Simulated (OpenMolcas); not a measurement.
**AlSbH3F (SMILES [F][SbH][AlH2]): CISD/ANO-R0 (sfX2C)**

Aim: a single-point energy of AlSbH3F. 

The calculation is run with OpenMolcas 26.06.

10 further runs of the same task are left out: 4 that didn't finish, 6 set aside as unsound or not needed.

## (1) The system as given

The species is AlSbH3F (6 atoms), meant as a singlet with charge 0. SMILES: `[F][SbH][AlH2]`. Geometry: a rough force-field guess.

Bond lengths: F1–Sb2 1.967 Å, Sb2–Al3 2.643 Å, Sb2–H4 1.714 Å, Al3–H5 1.615 Å, Al3–H6 1.603 Å. Angles: F1–Sb2–Al3 92.2°, F1–Sb2–H4 96.1°, Al3–Sb2–H4 90.0°, Sb2–Al3–H5 119.4°, Sb2–Al3–H6 120.8°, H5–Al3–H6 119.8°.

## (2) The energy at CISD/ANO-R0 (sfX2C)

Contents of test.input:

```
>>> EXPORT MOLCAS_PRINT=2

&GATEWAY
  Coord
  6
  angstrom
  F       -1.233700      -1.528700       1.323200
  Sb       0.122600      -1.632600      -0.097600
  Al       0.589900       0.966500       0.018700
  H       -0.960700      -1.378000      -1.401600
  H        1.480900       1.665200      -1.132700
  H        0.043100       1.843500       1.243900
  Basis
  ANO-R0
  Group
  NoSym

&SEWARD

&SCF
  PrOrbitals
  1 1

&MOTRA
  Frozen
  24

&GUGA
  Electrons
  28
  Spin
  1
  Inactive
  14
  Active
  0
  CIAll
  1

&CPF
  SDCI
```

Started as:

```
export MOLCAS_MEM=1860
pymolcas test.input > test.log
```

Log:

```text
--- Start Module: gateway ---
[...]
--- Stop Module: gateway /rc=_RC_ALL_IS_WELL_ ---
[...]
      Basis functions           44
[...]
       Convergence after  12 Iterations
[...]
::    Total SCF energy                              -6821.2108849124
[...]
      Total spin, S                                     0.0000000000
[...]
      *** WARNING: Default frozen orbitals is overwritten by user input.
      *** Default values:  21
[...]
--- Start Module: guga ---
[...]
--- Stop Module: guga /rc=_RC_ALL_IS_WELL_ ---
--- Start Module: cpf ---
[...]
      Active orbitals                            0       0
[...]
      Spin quantum number                      0.0
[...]
     FINAL CI ENERGY         -6821.30457348
     FINAL CORRELATION ENERGY   -0.09368856  REFERENCE ENERGY   -6821.21088491
[...]
     REL. CI ENERGY          -6821.30457348
[...]
      Total electronic charge=   76.000000
      Total            charge=    0.000000
[...]
      Dipole Moment (debye):
      Origin of the operator (angstrom)=    0.0463   -1.1666    0.0738
                   X=  6.9543E-02               Y= -2.8787E+00               Z=  1.1540E+00           Total=  3.1022E+00
      Quadrupole Moment (debye*angstrom):
[...]
--- Stop Module: cpf /rc=_RC_ALL_IS_WELL_ ---
[...]
```

Run time: 5.4 s. Hardware: 1 thread of Arm Neoverse V1, shared host; peak memory 0.41 GiB.

## (3) Results

Level: CISD/ANO-R0 (sfX2C), 24 core orbitals frozen.

```
                                    quantity           value
                                total energy  -6821.30457 Eh
          dipole moment (mean-field density)          2.57 D
         HOMO energy (Hartree–Fock orbitals)       -10.01 eV
         LUMO energy (Hartree–Fock orbitals)        -1.19 eV
       HOMO–LUMO gap (Hartree–Fock orbitals)         8.82 eV
correlation energy (24 core orbitals frozen)       -93.7 mEh
```

Mulliken charges of the mean-field density run from -0.34 on H5 to +0.70 on Al3.
